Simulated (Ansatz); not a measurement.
**IrOs: how the settings move a single-point run**

How sensitive is a single-point run of IrOs to its settings? A reference run comes first, then one run with altered input.

Computed with Ansatz 0.2.0 (reference: DFT, PBEsol, PAW with Ansatz's default frozen-core files, scalar-relativistic, unless a step's input says otherwise).

**1. The starting structure**

Symmetry: P-6m2, No. 187, hexagonal system. The conventional cell has a = 2.744 Å, b = 2.744 Å, c = 4.361 Å, α = 90.00°, β = 90.00°, γ = 120.00°. Around Os (site symmetry -6m2) lie 6 Ir at 2.70 Å and 6 Os at 2.74 Å. Ir (site symmetry -6m2) has 6 Os at 2.70 Å and 6 Ir at 2.74 Å as nearest neighbours.

Structure file:

```
Os Ir
1.0
     2.74362    0.00000    0.00000
    -1.37181    2.37605    0.00000
     0.00000    0.00000    4.36088
Os Ir
1 1
Direct
  0.00000 0.00000 0.00000
  0.33333 0.66667 0.50000
```

**2. Reference**

Contents of input.yaml:

```yaml
crystal:
  lattice:
    - [2.7436214815, 0.0, 0.0]
    - [-1.3718107407, 2.3760459013, 0.0]
    - [0.0, 0.0, 4.36088301]
  atoms:
    - { symbol: Os, position: [0.0, 0.0, 0.0] }
    - { symbol: Ir, position: [0.3333333333, 0.6666666667, 0.5] }
kpoints:
  mp_grid: { grid: [14, 14, 8] }
scf:
  occupations: { method: fermi_dirac, width: 0.05 }
  lower_state_search: "off"
hamiltonian:
  xc: pbesol
  pseudopotentials: { kind: paw }
output:
  forces: true
  stress: true
  eigenvalues: true
  populations: true
  dos: { projected: true, de: 0.1, e_range: [-8, 5] }
  write_density: true
  write_potential: true
  elf: true
  volumetric_format: npy
```

Run with:

```
$ ansatz run input.yaml --threads 1 --pin off --max-ram 3072MiB --backend cpu --events-out ev --progress --plain --runs-dir out
```

The main lines of its log:

```text
[...]
Basis set: ecut = 420 eV, 573 PW (Γ), exchange–correlation on 40×40×60 points (8 copies of the dense FFT grid, shifted against one another)
[...]
k-points: 120 of 1568 (time reversal used)
[...]
SCF iter   1: F=—  HF=-23050.050362 eV  |F-HF|=—  |Δ(HF+E_count)|=         —  Δρ=1.25e-2  dr2=4.45e-2  ethr=1.77e-3  ⟨swp⟩=4.7  Hψ=9835  notcnv=0
preconditioner: auto → none  [metal: Δε(μ)=0.029 eV  Ē_g=8.131 eV  σ=0.050 eV  W_gap=0.14  n_scr=8 (ndim 8)  ℏωp=28.7 eV  f_vac=0.000  D(μ)=1.27/eV (n_scr^D=8)  sad-step TF]
SCF iter   2: F=—  HF=-23050.048558 eV  |F-HF|=—  |Δ(HF+E_count)|=   1.80e-3  Δρ=7.90e-3  dr2=2.49e-2  ethr=1.35e-4  ⟨swp⟩=1.3  Hψ=3515  notcnv=0
[...]
SCF iter   5: F=—  HF=-23050.045806 eV  |F-HF|=—  |Δ(HF+E_count)|=   1.76e-5  Δρ=2.90e-5  dr2=1.07e-7  ethr=3.43e-8  ⟨swp⟩=2.3  Hψ=3748  notcnv=0
SCF iter   6: F=-23050.045806 eV  HF=-23050.045806 eV  |F-HF|=1.03e-9  |Δ(HF+E_count)|=   2.49e-8  Δρ=4.64e-6  dr2=2.55e-9  ethr=3.03e-10  ⟨swp⟩=8.0  Hψ=15205  notcnv=0
[...]
SCF converged after 6 iterations
Free energy (F): -23050.045806 eV
[...]
E sigma→0 (E₀):  -23050.040593 eV
[...]
Fermi energy:    25.667201 eV
[...]
  P = ⅓ Tr σ = -6.8213 GPa (-68.213 kbar)
[...]
```

It took 7.5 s on 1 thread of Arm Neoverse V1, shared host; peak memory 0.36 GiB.

**3. Changed: xc_grid 1, ecutwfc 350 eV**

Changes to input.yaml since step 2:

```diff
@@ -21,3 +21,2 @@
   populations: true
-  dos: { projected: true, de: 0.1, e_range: [-8, 5] }
   write_density: true
@@ -26 +25,4 @@
   volumetric_format: npy
+basis:
+  xc_grid: 1
+  ecutwfc: "350 eV"
```

Run with:

```
$ ansatz run input.yaml --threads 1 --pin off --max-ram 3072MiB --backend cpu --events-out ev --progress --plain --runs-dir out
```

The program printed:

```text
Warning: basis.ecutwfc = 350 eV is below the records' recommended 420 eV, and the density's cutoff is lower with it unless basis.ecutrho_ratio is high enough to keep the records' density cutoff: compare with a run at a higher cutoff
Engine: ansatz 0.2.0
Pseudopotentials: kind: paw
Pseudopotential: Os, paw, valence charge 16, recommended cutoff 420 eV (normal)
Pseudopotential: Ir, paw, valence charge 17, recommended cutoff 420 eV (normal)
Functional definition: PBEsol
  exchange = pbesol_x
  correlation = pbesol_c
Crystal: 2 atoms, lattice volume = 28.428 Å³
Basis set: ecut = 350 eV, 403 PW (Γ)
Bands: 21, of which v1, the nominal top of the filled ones, is band 17 counted from 1 (16 counted from 0)
Symmetry: 12 space group operations
Space group: P-6m2 (ITA 187), of the structure as read, at distance tolerance 3.1e-5 Å
k-points: 120 of 1568 (time reversal used)
Non-local potential: Os, projectors of the file, l = 0: 3, l = 1: 2, l = 2: 2, l = 3: 1
Non-local potential: Ir, projectors of the file, l = 0: 3, l = 1: 2, l = 2: 2, l = 3: 1
PAW form: soft (Blöchl's): semilocal exchange-correlation on the pseudo side does not see the compensation charge
PAW frozen core: Os, regenerated for the run's functional, and the local potential with it (the file was generated under x = pbe(κ = 0.804, μ = 0.2195149727645171), c = pbe(β = 0.06672455060314922))
PAW frozen core: Ir, regenerated for the run's functional, and the local potential with it (the file was generated under x = pbe(κ = 0.804, μ = 0.2195149727645171), c = pbe(β = 0.06672455060314922))
PAW one-centre angular grid: Os, 590 points (default); XC on 64 Gauss nodes
PAW one-centre angular grid: Ir, 590 points (default); XC on 64 Gauss nodes
Initial density: superposition of atomic densities (neutral atoms: chi_scale 0, normalization atom), corrected by the library's trained network
Initial wavefunctions: pseudopotential atomic-orbital guess
Functional: x = pbesol(κ = 0.804, μ = 0.12345679012345678), c = pbesol(β = 0.046)
SCF iter   1: F=—  HF=-23050.033731 eV  |F-HF|=—  |Δ(HF+E_count)|=         —  Δρ=1.25e-2  dr2=4.52e-2  ethr=1.77e-3  ⟨swp⟩=4.5  Hψ=9740  notcnv=0
preconditioner: auto → none  [metal: Δε(μ)=0.029 eV  Ē_g=8.132 eV  σ=0.050 eV  W_gap=0.15  n_scr=8 (ndim 8)  ℏωp=28.7 eV  f_vac=0.000  D(μ)=1.27/eV (n_scr^D=8)  sad-step TF]
SCF iter   2: F=—  HF=-23050.031280 eV  |F-HF|=—  |Δ(HF+E_count)|=   2.45e-3  Δρ=7.86e-3  dr2=2.49e-2  ethr=1.37e-4  ⟨swp⟩=1.2  Hψ=3506  notcnv=0
SCF iter   3: F=—  HF=-23050.028538 eV  |F-HF|=—  |Δ(HF+E_count)|=   2.74e-3  Δρ=9.64e-4  dr2=5.20e-4  ethr=7.56e-5  ⟨swp⟩=1.0  Hψ=2536  notcnv=0
SCF iter   4: F=—  HF=-23050.028465 eV  |F-HF|=—  |Δ(HF+E_count)|=   7.30e-5  Δρ=2.07e-4  dr2=1.08e-5  ethr=1.58e-6  ⟨swp⟩=2.2  Hψ=3253  notcnv=0
SCF iter   5: F=—  HF=-23050.028470 eV  |F-HF|=—  |Δ(HF+E_count)|=   5.26e-6  Δρ=2.95e-5  dr2=1.12e-7  ethr=3.28e-8  ⟨swp⟩=2.6  Hψ=4000  notcnv=0
SCF iter   6: F=-23050.028470 eV  HF=-23050.028470 eV  |F-HF|=4.77e-10  |Δ(HF+E_count)|=   2.44e-8  Δρ=4.03e-6  dr2=1.61e-9  ethr=3.03e-10  ⟨swp⟩=7.8  Hψ=14417  notcnv=0
SCF 1 converged in 6 iterations: F = -23050.028470 eV  dr2 = 1.61e-9
SCF converged after 6 iterations
Free energy (F): -23050.028470 eV
Harris-Foulkes:  -23050.028470 eV  (|F-HF|=4.77e-10)
Internal energy: -23050.018042 eV  (E = F + TS)
E sigma→0 (E₀):  -23050.023256 eV
Entropy (-TS):   -0.010428 eV (-5.214 meV/atom)
Fermi energy:    25.666251 eV
--- Per-component energies (eV) ---
  E_band       = -162.661029
  E_kinetic    = 1184.696536
  E_local      = -1878.384061  (includes V_loc(G=0)·N_el)
  E_nonlocal   = 76.314478
  E_hartree    = 742.051378
  E_xc         = -531.586905
  E_vxc        = -583.269950  (∫ρ·V_xc dr)
  E_paw        = -17968.291232  (= ΣΔE_a)
  E_vpaw       = -446.122073  (= ΣTr[D̂ρ^β])
  E_aug_tail   = 0.000551  (compensation charges beyond the density's cutoff)
  E_ewald      = -4675.332006
  E_core_change = 0.513218  (= ΣΔE_core)
  E_smearing   = -0.010428  (= −TS)
  E_closure    = 0.000000  (closes the sum)
  Σ components = -23050.028470   (vs F -23050.028470, Δ=0.00e0)
--- Forces (eV/Å), atoms counted from 1 ---
  atom   1  Os    -0.00000000     0.00000000     0.00000000
  atom   2  Ir     0.00000000    -0.00000000     0.00000000
  max |Σ_I F_I| component: 5.55e-17 eV/Å
--- Stress (GPa, compression-positive) ---
       -7.031163       0.000000       0.000000
       -0.000000      -7.031163       0.000000
        0.000000       0.000000      -6.591846
  P = ⅓ Tr σ = -6.8847 GPa (-68.847 kbar)
--- Band table (eV; the first three rows and the last of 120) ---
  k-point 0: bands = ["-67.4566", "-61.0986", "-24.4120", "-24.0078", "-24.0078", "-20.5531", "-20.0946", "-20.0946", "14.4272", "17.5595", "21.8579", "21.8579", "22.1865", "23.0479", "23.0479", "23.3465", "23.3465", "25.0974", "26.5412", "26.5412", "33.4972"]
  k-point 1: bands = ["-67.4566", "-61.0987", "-24.4048", "-24.0077", "-24.0077", "-20.5638", "-20.0949", "-20.0949", "14.6139", "17.5794", "21.7777", "21.7777", "22.0816", "22.8340", "22.8340", "23.6832", "23.6832", "24.4659", "26.5554", "26.5554", "34.3862"]
  k-point 2: bands = ["-67.4566", "-61.0989", "-24.3874", "-24.0073", "-24.0073", "-20.5901", "-20.0955", "-20.0955", "15.1475", "17.5846", "21.6491", "21.6491", "21.8028", "22.5246", "22.5246", "23.1881", "24.2877", "24.2877", "26.5224", "26.5224", "36.4703"]
  k-point 119: bands = ["-67.4142", "-61.0375", "-24.4371", "-24.3504", "-24.2964", "-20.6370", "-20.5320", "-20.4859", "19.2314", "19.3164", "20.3306", "20.3745", "21.4171", "21.9941", "23.5871", "23.8047", "26.1160", "26.7933", "32.2145", "33.0056", "33.9150"]
--- Löwdin populations: 2 sites ---
  site symbol       q [e]
     0     Os     15.8414
     1     Ir     16.7588
  spilling = 0.012115 (of n_electrons = 33.000000)
```

It took 6.2 s on 1 thread of Arm Neoverse V1, shared host; peak memory 0.34 GiB.

Changing the numerical grids and cutoff moves the energy by +8.7 meV/atom. The log warns that the cutoff is under what these potentials recommend, so the shift holds truncation error. These settings are too coarse to quote as the system's properties.

**4. Side by side**

| run | ending | energy change | pressure (GPa) | gap (eV) | force (eV/Å) | cycles | time |
| --- | --- | --- | --- | --- | --- | --- | --- |
| reference | converged | 0 | -6.8 | 0.00 | 0.00 | 6 | 7.5 s |
| 1: xc_grid 1, ecutwfc 350 eV | converged | +8.7 meV/atom | -6.9 | 0.00 | 0.00 | 6 | 6.2 s |

Times don't compare one to one where runs were asked for different outputs or read a saved state (see the inputs); cycles may leave out searches for a lower state.

Residual by cycle in the longest SCF loop of each run; runs are numbered as in the table. The quantity is the density residual dr2, in eV.

| cycle | reference | run 1 |
| --- | --- | --- |
| 1 | 0.0445 | 0.0452 |
| 2 | 0.0249 | 0.0249 |
| 3 | 5.2e-4 | 5.2e-4 |
| 4 | 1.1e-5 | 1.1e-5 |
| 5 | 1.1e-7 | 1.1e-7 |
| 6 | 2.6e-9 | 1.6e-9 |

Changing the numerical grids and cutoff moves the energy by +8.7 meV/atom. The log warns that the cutoff is under what these potentials recommend, so the shift holds truncation error. Run 1 ran under the cutoff that the potentials recommend, as the log warns, so basis error is mixed into its values.
